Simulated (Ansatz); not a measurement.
Relaxation of a periodic cell of 23 atoms, Si7O16 (host SiO2, host structure P4_2/mnm, one Si atom removed), to a largest force component of 0.03 eV/Å in at most 60 steps.

Computed with DFT PBE-D3(BJ), scalar-relativistic, plane waves, PAW (Ansatz 0.2.0). Settings: PAW set soft_1, cutoff 420 eV, k mesh 2x2x3, fermi-dirac smearing 0.05 eV, no spin polarisation.

```xyz
23
Lattice="-4.1560 -4.1560 0.0000 4.1560 -4.1560 0.0000 0.0000 0.0000 5.3202" Properties=species:S:1:pos:R:3
Si -0.007 -4.176 -0.005
Si 2.093 -2.096 1.315
O 1.329 -2.933 0.052
O 0.785 -0.820 1.291
O -1.364 -5.439 -0.002
O 3.398 -3.376 1.339
Si 2.129 -2.035 3.990
O 1.260 -2.902 2.636
O 0.800 -0.798 4.005
O -1.285 -5.438 2.609
O 3.343 -3.384 3.952
Si 0.031 0.036 0.022
Si -2.094 -2.118 1.275
O -2.884 -2.901 0.022
O 0.871 -4.952 1.286
O -1.317 -1.269 -0.056
O -0.816 -3.326 1.368
Si 0.008 -0.020 2.635
Si -2.125 -2.080 4.012
O -2.841 -2.845 2.621
O 0.782 -4.999 3.946
O -1.310 -1.286 2.635
O -0.775 -3.324 4.014
```

Problem. Where does it end, and by what steps?

Solution. The run converged. Limits of this set-up: coarse k mesh, no spin, though dangling bonds at a vacancy may carry it, a small cell, in which the defect meets its images. After 4 steps the energy has fallen by 1.396 eV; O17 moved furthest, 0.14 Å.

```json
{"step": "0", "energy less start (eV)": "0.0000", "largest force component (eV/Å)": "2.853", "accepted": "yes"}
{"step": "1", "energy less start (eV)": "-0.7712", "largest force component (eV/Å)": "2.056", "accepted": "yes"}
{"step": "2", "energy less start (eV)": "-1.3907", "largest force component (eV/Å)": "0.125", "accepted": "yes"}
{"step": "3", "energy less start (eV)": "-1.3959", "largest force component (eV/Å)": "0.053", "accepted": "yes"}
{"step": "4", "energy less start (eV)": "-1.3962", "largest force component (eV/Å)": "0.006", "accepted": "yes"}
```

```xyz
23
Lattice="-4.1560 -4.1560 0.0000 4.1560 -4.1560 0.0000 0.0000 0.0000 5.3202" Properties=species:S:1:pos:R:3
Si 0.001 -4.162 -0.011
Si 2.078 -2.084 1.320
O 1.272 -2.890 -0.011
O 0.807 -0.813 1.312
O -1.271 -5.434 -0.011
O 3.350 -3.355 1.312
Si 2.078 -2.084 3.977
O 1.302 -2.861 2.649
O 0.807 -0.813 3.986
O -1.301 -5.464 2.649
O 3.350 -3.355 3.986
Si 0.000 -0.006 -0.011
Si -2.078 -2.084 1.330
O -2.905 -2.912 -0.011
O 0.856 -5.018 1.235
O -1.250 -1.257 -0.011
O -0.855 -3.307 1.235
Si 0.000 -0.006 2.649
Si -2.078 -2.084 3.967
O -2.894 -2.901 2.649
O 0.856 -5.018 4.063
O -1.261 -1.268 2.649
O -0.855 -3.307 4.063
```

Whether the end is a true minimum wasn't checked by a vibrational analysis.

The run took 16 s on 2 threads of INTEL(R) XEON(R) PLATINUM 8581C CPU @ 2.30GHz (Emerald Rapids), with other jobs on the host, peak memory 0.59 GiB.
